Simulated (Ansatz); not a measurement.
# BFH4OS: the cost of one run

Program: Ansatz 0.2.0. Level of theory: RKS revPBE-D4/def2-SVP. These are calculated values, not measurements.

1 further run of the same task is left out (it didn't finish).

**1. The structure to begin with**

Bond lengths: B1–F2 1.670 Å, B1–H3 1.190 Å, B1–O4 1.410 Å, O4–H5 1.010 Å, B1–S6 2.190 Å, S6–H7 1.400 Å, S6–H8 1.401 Å. Angles: F2–B1–H3 120.0°, F2–B1–O4 120.0°, F2–B1–S6 71.6°, H3–B1–O4 120.0°, H3–B1–S6 105.4°, O4–B1–S6 92.8°, B1–O4–H5 109.5°, B1–S6–H7 109.5°, B1–S6–H8 62.2°, H7–S6–H8 116.8°.

As a file:

```xyz
8

B     0.0000    0.0000    0.0000
F     0.0000    0.0000    1.6700
H     1.0305    0.0000   -0.5950
O    -1.2211    0.0000   -0.7050
H    -1.7308   -0.8467   -0.4965
S    -0.2739    2.0601    0.6906
H    -1.5750    2.4834    0.3940
H    -0.1407    1.0582    1.6601
```

**2. A restrained relaxation towards end A**

Springs on the bonds that form and break draw the guess towards this end; the thresholds are loose.

input.yaml

```yaml
crystal:
  periodic: [false, false, false]
  atoms:
    - { symbol: B, position_ang: [0.0, 0.0, 0.0] }
    - { symbol: F, position_ang: [0.0, 0.0, 1.67] }
    - { symbol: H, position_ang: [1.0305, 0.0, -0.595] }
    - { symbol: O, position_ang: [-1.2211, 0.0, -0.705] }
    - { symbol: H, position_ang: [-1.7308, -0.8467, -0.4965] }
    - { symbol: S, position_ang: [-0.2739, 2.0601, 0.6906] }
    - { symbol: H, position_ang: [-1.575, 2.4834, 0.394] }
    - { symbol: H, position_ang: [-0.1407, 1.0582, 1.6601] }
basis:
  gaussian: { orbitals: def2-SVP }
hamiltonian:
  xc: revpbe
  dispersion: d4
relax:
  f_tol: 0.15
  max_steps: 25
  restrain:
    - { distance: [0, 5], at: 3.09, k: 30.0 }
    - { distance: [7, 1], at: 2.12, k: 30.0 }
    - { distance: [0, 1], at: 1.32, k: 30.0 }
    - { distance: [7, 5], at: 1.4, k: 30.0 }
output:
  orbitals: {}
```

Run with:

```sh
$ ansatz run input.yaml --threads 1 --pin off --max-ram 2048MiB --backend cpu --events-out ev --progress --plain --runs-dir out
```

What time and memory should one allow on 1 thread of Intel Xeon Platinum 8488C (Sapphire Rapids), shared host?

About 15 s, with a peak of 0.15 GiB.
